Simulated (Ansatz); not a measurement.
**CH₇AlGeSi: a ladder of functionals and wavefunction methods**

Aim: compute CH₇AlGeSi with functionals from several rungs and with coupled cluster, and see how far each lands from CCSD(T) at the basis-set limit for the atomisation energy.

The runs use Ansatz 0.2.0, Gaussian basis; functionals in def2-TZVPP, the program's frozen cores in correlated methods.

Plan: PBE-D4, r2SCAN-D4, PBE0-D4, B3LYP-D4, ωB97X-V, ωB97M-V, B2PLYP; CCSD(T)/def2-TZVPP; MP2/def2-QZVPP; extrapolation to the limit.

### 1 Structure used throughout

All runs share one geometry, relaxed beforehand with PBE0-D4 in a triple-zeta def2 set.

SMILES `[CH2]1[AlH][GeH2][SiH2]1`, 11 atoms, charge 0, spin multiplicity 1.

Atoms are counted from 1 here; the program's logs count them from 0.

Bond lengths: C1–Al2 1.969 Å, C1–Si4 1.889 Å, C1–H5 1.101 Å, C1–H6 1.091 Å, Al2–Ge3 2.475 Å, Al2–H7 1.589 Å, Ge3–Si4 2.406 Å, Ge3–H8 1.536 Å, Ge3–H9 1.542 Å, Si4–H10 1.492 Å, Si4–H11 1.490 Å. Angles: Al2–C1–Si4 96.7°, Al2–C1–H5 105.7°, Al2–C1–H6 121.3°, Si4–C1–H5 107.2°, Si4–C1–H6 117.1°, H5–C1–H6 107.5°, C1–Al2–Ge3 89.7°, C1–Al2–H7 129.7°, Ge3–Al2–H7 140.1°, Al2–Ge3–Si4 72.4°, Al2–Ge3–H8 126.1°, Al2–Ge3–H9 114.7°, Si4–Ge3–H8 119.3°, Si4–Ge3–H9 111.9°, H8–Ge3–H9 108.3°, C1–Si4–Ge3 93.7°, C1–Si4–H10 109.7°, C1–Si4–H11 115.6° and more.

### 2 PBE-D4 (GGA)

Input file in.yaml:

```yaml
crystal:
  periodic: [false, false, false]
  atoms:
    - {symbol: C, position_ang: [-0.279461, 1.274506, -0.579519]}
    - {symbol: Al, position_ang: [1.234180, 0.926058, 0.631314]}
    - {symbol: Ge, position_ang: [0.295734, -1.308033, 1.137111]}
    - {symbol: Si, position_ang: [-0.729761, -0.532628, -0.896088]}
    - {symbol: H, position_ang: [-1.073892, 1.702328, 0.051867]}
    - {symbol: H, position_ang: [-0.170906, 1.919333, -1.452806]}
    - {symbol: H, position_ang: [2.545947, 1.784762, 0.890761]}
    - {symbol: H, position_ang: [1.066982, -2.636162, 1.129926]}
    - {symbol: H, position_ang: [-0.704743, -1.336358, 2.309975]}
    - {symbol: H, position_ang: [0.055051, -1.049771, -2.054564]}
    - {symbol: H, position_ang: [-2.173733, -0.801135, -1.147278]}
basis:
  gaussian: {orbitals: def2-TZVPP}
hamiltonian: {xc: pbe, dispersion: d4}
output: {forces: true, orbitals: {seedname: orbitals}}
```

On the command line:

```
ansatz run in.yaml --threads 4 --pin off --events-out ev --progress --plain --max-ram 10444MiB
```

The runs that follow: r2SCAN-D4 (meta-GGA); PBE0-D4 (hybrid); B3LYP-D4 (hybrid); ωB97X-V (range-separated); ωB97M-V (range-separated); B2PLYP (double hybrid); CCSD(T) in def2-TZVPP; MP2 in def2-QZVPP.

Q: Predict the results of all the runs planned. Wanted: atomisation energy, CCSD(T)/CBS; farthest; mean size of error, hybrid; mean size of error, range-separated; gap, smallest and largest; T1 diagnostic; triples share of the correlation energy.

As calculated:

| quantity | value |
| --- | --- |
| atomisation energy, CCSD(T)/CBS | 34.548 eV |
| functionals within 0.345 eV (1.0 %) | PBE-D4, r2SCAN-D4, PBE0-D4, ωB97X-V, ωB97M-V |
| farthest | B2PLYP (-0.734 eV) |
| mean size of error, hybrid | 0.321 eV |
| mean size of error, range-separated | 0.170 eV |
| gap, smallest and largest | 3.04 eV (PBE-D4), 8.72 eV (ωB97X-V) |
| T1 diagnostic | 0.0124 |
| triples share of the correlation energy | 3.9 % |

PBE-D4 misses by -0.195 eV. Double hybrids carry the basis error of their MP2 part in triple zeta, and no dispersion term here, so their miss is partly the set-up's. The reference freezes the cores and leaves out relativity and excitations past (T), and its outer-core shells are covered unevenly, so misses under about 0.345 eV can't be ranked. Hartree-Fock recovers 74 % of the binding; the rest is correlation. Orbital gaps span 3.0 to 8.7 eV; exact exchange widens them. Correlated methods include outer-core shells of Ge, which these sets cover unevenly.
